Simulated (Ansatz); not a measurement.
Working through a single point in a Gaussian basis of CH6AlBO, SMILES B[O][AlH][CH3]

Program: Ansatz's Python interface.

Run as a notebook:

**Cell 1**
```python
import json

import ansatz as az
```

**Cell 2**
```python
molecule = (
    az.Crystal.molecule()
    .atom("B", (-0.5079, 1.979, 0.461))
    .atom("O", (0.3497, 1.5531, -0.5943))
    .atom("Al", (0.8735, -0.1016, -0.0459))
    .atom("C", (-0.0626, -1.7101, -0.5439))
    .atom("H", (-1.7144, 1.8068, 0.3434))
    .atom("H", (-0.1454, 2.6906, 1.3449))
    .atom("H", (2.2369, -0.2435, 0.8822))
    .atom("H", (-1.1332, -1.6109, -0.1587))
    .atom("H", (0.3469, -2.6047, -0.0636))
    .atom("H", (-0.1604, -1.8098, -1.6221))
)
```

**Cell 3**
```python
calculation = molecule.calculation().basis(gaussian="cc-pVTZ").functional("r2scan0")
out = calculation.run()
summary = out.report

summary["n_occupied"], summary["n_virtual"]
```
Output:
```text
([19, 19], [189, 189])
```

**Cell 4**
```python
print(f"E = {summary['free_energy_ev']:.6f} eV = {summary['free_energy_ev'] / 27.211386246:.7f} Ha")
print("converged:", summary["converged"], " doubts:", summary["published_state_doubts"] or "none")
```
Output:
```text
E = -10454.574591 eV = -384.1985299 Ha
converged: True  doubts: none
```

**Cell 5**
```python
state = summary["mean_field"]["state"]
print(f"mean field: {state['energy']['hartree']:.7f} Ha, <S^2> = {abs(state['spin_squared']):.4f}, stability: {state.get('stability', {}).get('kind')}")
with open("ch6albo.json", "w") as handle:
    json.dump({k: summary[k] for k in ("free_energy_ev", "reference_energy_ev", "n_occupied", "n_virtual")}, handle, indent=1)
```
Output:
```text
mean field: -384.1985299 Ha, <S^2> = 0.0000, stability: minimum
```

`ch6albo.json`, as written:
```json
{
 "free_energy_ev": -10454.574591040298,
 "reference_energy_ev": -10454.574591040298,
 "n_occupied": [
  19,
  19
 ],
 "n_virtual": [
  189,
  189
 ]
}
```

What to keep in mind:
- Total energies depend on the basis set; only differences at equal settings carry meaning.
- The geometry is a force-field or estimated start, not a minimum of this method, and the basis set is short of its limit.
- It ran for 11 s on 1 thread of Arm Neoverse V2, with other jobs on the host, peak memory 0.4 GiB.

(Lines on the test bed's own set-up are left out of the output.)
